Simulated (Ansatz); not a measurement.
Here is an Ansatz input file for MnPt3, space group Pm-3m. Write the same calculation for the Python package.

```yaml
crystal:
  lattice:
    - [3.9, 0.0, 0.0]
    - [0.0, 3.9, 0.0]
    - [0.0, 0.0, 3.9]
  atoms:
    - { symbol: Mn, position: [0.0, 0.0, 0.0], spin: 5.2 }
    - { symbol: Pt, position: [0.0, 0.5, 0.5] }
    - { symbol: Pt, position: [0.5, 0.0, 0.5] }
    - { symbol: Pt, position: [0.5, 0.5, 0.0] }
magnetization:
  spin_polarized: true
kpoints:
  mp_grid:
    grid: [6, 6, 6]
hamiltonian:
  xc: lda
scf:
  occupations:
    method: fermi_dirac
    width: 0.1
basis:
  ecutwfc: "19 Ha"
output:
  forces: true
  stress: true
```

At the Python prompt:
```pycon
>>> import ansatz as az
>>> import numpy as np
>>> config = {
...     'crystal': {
...         'lattice': [[3.9, 0.0, 0.0], [0.0, 3.9, 0.0], [0.0, 0.0, 3.9]],
...         'atoms': [
...             {'symbol': 'Mn', 'position': [0.0, 0.0, 0.0], 'spin': 5.2},
...             {'symbol': 'Pt', 'position': [0.0, 0.5, 0.5]},
...             {'symbol': 'Pt', 'position': [0.5, 0.0, 0.5]},
...             {'symbol': 'Pt', 'position': [0.5, 0.5, 0.0]},
...         ],
...     },
...     'magnetization': {'spin_polarized': True},
...     'kpoints': {'mp_grid': {'grid': [6, 6, 6]}},
...     'hamiltonian': {'xc': 'lda'},
...     'scf': {'occupations': {'method': 'fermi_dirac', 'width': 0.1}},
...     'basis': {'ecutwfc': '19 Ha'},
...     'output': {'forces': True, 'stress': True},
... }
>>> result = az.Session.from_dict(config).plan(threads=1).execute()
DeckWarning: where an SCF of this run starts from atoms to list the orders of its open shells, Mn (site 0, from 0) starts with 5.00 μB on its 3d shell, in the place of the 5.20 μB that the deck gives it: its open shells can hold no more by Hund's first rule. To start from spheres of the given moment, type scf.initial_density.shell_occupations: []
>>> report = result.report
>>> report['mixing_algorithm'], report['preconditioner'], report['eigensolver']
('MSR1', 'Kerker', 'band_cg')
>>> print(f'free energy      {report["free_energy_ev"]:.5f} eV')
free energy      -40577.15919 eV
>>> print(f'per atom         {report["free_energy_ev"] / len(result.lattice.sites):.5f} eV')
per atom         -10144.28980 eV
>>> print(f'SCF iterations   {report["n_iterations"]}  (converged: {report["converged"]})')
SCF iterations   12  (converged: True)
>>> # forces, one row an atom
>>> forces = np.array(report['forces_ev_ang'])
>>> norms = np.linalg.norm(forces, axis=1)
>>> print('largest force {:.4f} eV/A on atom {}'.format(norms.max(), norms.argmax()))
largest force 0.0000 eV/A on atom 1
>>> print(np.array2string(forces, precision=4, suppress_small=True))
[[-0. -0.  0.]
 [ 0.  0. -0.]
 [-0. -0.  0.]
 [ 0. -0. -0.]]
>>> print('site moments (muB):', [round(m, 2) for m in report['site_moments_mub']])
site moments (muB): [3.64, 0.13, 0.13, 0.13]
>>> print('electrons up, down:', [round(n, 3) for n in report['spin_occupation_sums']])
electrons up, down: [36.542, 32.458]
>>> used = report['setup']
>>> print('cutoffs (eV):', used['ecut_ev'], used['ecutrho_ev'], ' FFT grid:', used['fft_dense'])
cutoffs (eV): 517.016338673772 2068.065354695088  FFT grid: [30, 30, 30]
>>> print('cell volume {:.3f} A^3, {} symmetry operations'.format(used['cell_volume_ang3'], used['n_sym_ops']))
cell volume 59.319 A^3, 48 symmetry operations
```

Total energies depend on the potentials; only differences at equal settings carry meaning. The magnetic order follows from the starting moments and needn't be the lowest. For a metal this k-point mesh is coarse: on a finer one energies can move by several to tens of meV an atom and pressures by half a GPa or more, differences at one mesh by less. Spin-orbit coupling, which matters for elements this heavy, is left out. At these settings the cell as given stands under about -11 GPa, so it isn't at this functional's equilibrium volume. The starting cell is as deposited in a crystallographic database; the results hold for this polymorph, which needn't be the stable one. Warnings are shown shortened and without file and line. Wall time of the script: 11 s on 1 thread of Arm Neoverse V1 (shared host), peak memory 0.49 GiB.

(Lines on the test bed's own set-up are left out of the output.)
